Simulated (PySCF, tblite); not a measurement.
# C4H10NSSi radical: geometry, infrared bands and EPR parameters

Aim: predict the infrared bands and EPR parameters of C4H10NSSi radical (`C[SiH](C)CC([NH])=S`).

Programs: tblite 0.8.0 and PySCF 2.14.0, with density-fitted response routines of our own. Each step states its level of theory. These are calculated values for one molecule in the gas phase, unless marked as measured. Atoms count from 0, in the outputs and in this text.

**1. The molecule as given**

17 atoms, charge 0, multiplicity 2; geometry from: force field or distance geometry start.

Bonds of the start (Å): C0–Si1 1.85, Si1–C2 1.85, Si1–C3 1.88, C3–C4 1.50, C4–N5 1.33, C4–S6 1.67, C0–H7 1.10, C0–H8 1.09, C0–H9 1.11, Si1–H10 1.50, C2–H11 1.09, C2–H12 1.08, C2–H13 1.10, C3–H14 1.10, C3–H15 1.11, N5–H16 1.02.

**2. Geometry optimisation with GFN2-xTB**

Job settings and geometry (Å):

```
{"job": {"kind": "relax", "xc": "GFN2-xTB", "basis": "xTB"}, "charge": 0, "multiplicity": 2}
C     -0.783500     1.858400     0.049800
Si    -0.805600     0.094000     0.608600
C     -1.645200    -1.003000    -0.624900
C      0.918300    -0.531700     1.036500
C      1.888400    -0.679100    -0.102400
N      2.478300     0.459700    -0.444800
S      2.174500    -2.133600    -0.880500
H     -0.299500     2.510400     0.793400
H     -0.253100     1.966600    -0.896800
H     -1.817000     2.226500    -0.091000
H     -1.627700     0.037500     1.860800
H     -1.683000    -2.041700    -0.285300
H     -1.146200    -0.969200    -1.583800
H     -2.682200    -0.672900    -0.789500
H      0.803700    -1.502600     1.544200
H      1.350700     0.132000     1.811300
H      3.122000     0.260700    -1.217100
```

The run is started by

```
$ OMP_NUM_THREADS=1 python probes_run.py task.json out
```

The driver reads the jobs from task.json and runs them one after another.

**Question.** This job is followed by: GFN2-xTB harmonic vibrations, gas phase; UKS B3LYP, pcH-1 on C H N S Si, non-relativistic, mean-field spin-orbit, GIAO. Predict these results of the whole session: strongest single infrared mode (GFN2-xTB); zero-point energy (GFN2-xTB); g(iso) (B3LYP); ⟨S²⟩; largest a(iso) (averaged by class); potential on the surface of density 0.002 e/bohr³, 1st and 99th percentile; property runs in this session.

As calculated:

| quantity | value |
| --- | --- |
| strongest single infrared mode (GFN2-xTB) | 2181 cm⁻¹, 364 km/mol |
| zero-point energy (GFN2-xTB) | 81.4 kcal/mol |
| g(iso) (B3LYP) | 2.07512 |
| ⟨S²⟩ | 0.754 (exact 0.75) |
| largest a(iso) (averaged by class) | 1H on H16, 25.0 MHz |
| potential on the surface of density 0.002 e/bohr³, 1st and 99th percentile | -1.32 V and 1.33 V |
| property runs in this session | 1, of which 0 failed and 1 gave unsound results |

Relaxing lowered the energy by 0.380 eV in 83 steps; the close pair that moved most is C4–S6, from 1.674 to 1.741 Å. No mode is imaginary among the 45: a minimum at this level. The strongest single mode, at 2181 cm⁻¹, moves mainly H10. Unscaled tight-binding wavenumbers are off by several per cent, some by more. Its intensities can rank the bands wrongly. S6 carries the largest spin population, 0.85 e. The isotropic g lies 72.8 ppt above the free-electron value. These values are not to be trusted: the run shows nearly degenerate orbitals, where second-order g theory doesn't apply. These values are for one conformer; the search (at its own cheap level) found 2 more, at 0.68, 3.84 kcal/mol, and measured spectra average over such forms.
